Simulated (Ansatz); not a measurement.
**CH6BrNOSi: up Jacob's ladder to CCSD(T)**

An exercise on one series of results from a longer session: the logs are not shown, and one member is left open.

The runs use Ansatz 0.2.0, Gaussian basis; functionals in def2-TZVPP, the program's frozen cores in correlated methods.

Levels to be run: PBE-D4, r2SCAN-D4, PBE0-D4, B3LYP-D4, ωB97X-V, ωB97M-V, B2PLYP; CCSD(T)/def2-TZVPP; MP2/def2-QZVPP; extrapolation to the limit.

## Structure used throughout

All runs share one geometry, relaxed beforehand with PBE0-D4 in a triple-zeta def2 set.

SMILES `CN[SiH](O)Br`, 11 atoms, charge 0, spin multiplicity 1.

Atoms are counted from 1 here; the program's logs count them from 0.

Bond lengths: C1–N2 1.451 Å, C1–H6 1.096 Å, C1–H7 1.092 Å, C1–H8 1.093 Å, N2–Si3 1.697 Å, N2–H9 1.009 Å, Si3–O4 1.637 Å, Si3–Br5 2.226 Å, Si3–H10 1.478 Å, O4–H11 0.960 Å. Angles: N2–C1–H6 112.8°, N2–C1–H7 109.5°, N2–C1–H8 110.8°, H6–C1–H7 107.5°, H6–C1–H8 108.5°, H7–C1–H8 107.5°, C1–N2–Si3 124.3°, C1–N2–H9 113.7°, Si3–N2–H9 116.4°, N2–Si3–O4 111.2°, N2–Si3–Br5 114.2°, N2–Si3–H10 106.9°, O4–Si3–Br5 102.6°, O4–Si3–H10 114.3°, Br5–Si3–H10 107.7°, Si3–O4–H11 115.4°.

Set-up of the first run:

in.yaml reads:

```yaml
crystal:
  periodic: [false, false, false]
  atoms:
    - {symbol: C, position_ang: [-1.275476, -0.305852, 0.794270]}
    - {symbol: N, position_ang: [0.140992, 0.009615, 0.788741]}
    - {symbol: Si, position_ang: [1.018462, 0.441325, -0.598194]}
    - {symbol: O, position_ang: [0.947882, -0.734908, -1.734278]}
    - {symbol: Br, position_ang: [0.207350, 2.210553, -1.677517]}
    - {symbol: H, position_ang: [-1.906534, 0.575028, 0.955354]}
    - {symbol: H, position_ang: [-1.555921, -0.739165, -0.167627]}
    - {symbol: H, position_ang: [-1.506638, -1.044131, 1.566697]}
    - {symbol: H, position_ang: [0.477468, 0.378306, 1.665320]}
    - {symbol: H, position_ang: [2.388108, 0.775368, -0.153350]}
    - {symbol: H, position_ang: [1.129608, -1.623137, -1.418916]}
basis:
  gaussian: {orbitals: def2-TZVPP}
hamiltonian: {xc: pbe, dispersion: d4}
output: {forces: true, orbitals: {seedname: orbitals}}
```

Launch:

```bash
> ansatz run in.yaml --threads 2 --pin off --events-out ev --progress --plain --max-ram 22528MiB --backend cpu
```

Steps of the session up to this table: PBE-D4 (GGA); r2SCAN-D4 (meta-GGA); PBE0-D4 (hybrid); B3LYP-D4 (hybrid); ωB97X-V (range-separated); ωB97M-V (range-separated); B2PLYP (double hybrid); CCSD(T) in def2-TZVPP; MP2 in def2-QZVPP.

One table of the session follows, with a row left open; its other results are not shown here.

```
            method  atomisation energy (kcal/mol)
            PBE-D4                          965.3
         r2SCAN-D4                              ?
           PBE0-D4                          948.9
          B3LYP-D4                          950.7
           ωB97X-V                          955.6
           ωB97M-V                          955.1
            B2PLYP                          940.7
     HF/def2-TZVPP                          680.3
    MP2/def2-TZVPP                          943.0
   CCSD/def2-TZVPP                          912.1
CCSD(T)/def2-TZVPP                          926.0
           MP2/CBS                          973.6
       CCSD(T)/CBS                          956.6
```

Estimate the missing values for r2SCAN-D4.

The run gave: atomisation energy (kcal/mol): 952.0. In the column «atomisation energy (kcal/mol)» it lies between B3LYP-D4 (950.7) and ωB97M-V (955.1).

Caveats from the session: Free atoms (1 C, 1 N, 1 Si, 1 O, 1 Br, 6 H) were run apart at each level; the atomisation energy is their sum less the molecule, without zero-point or spin-orbit terms.
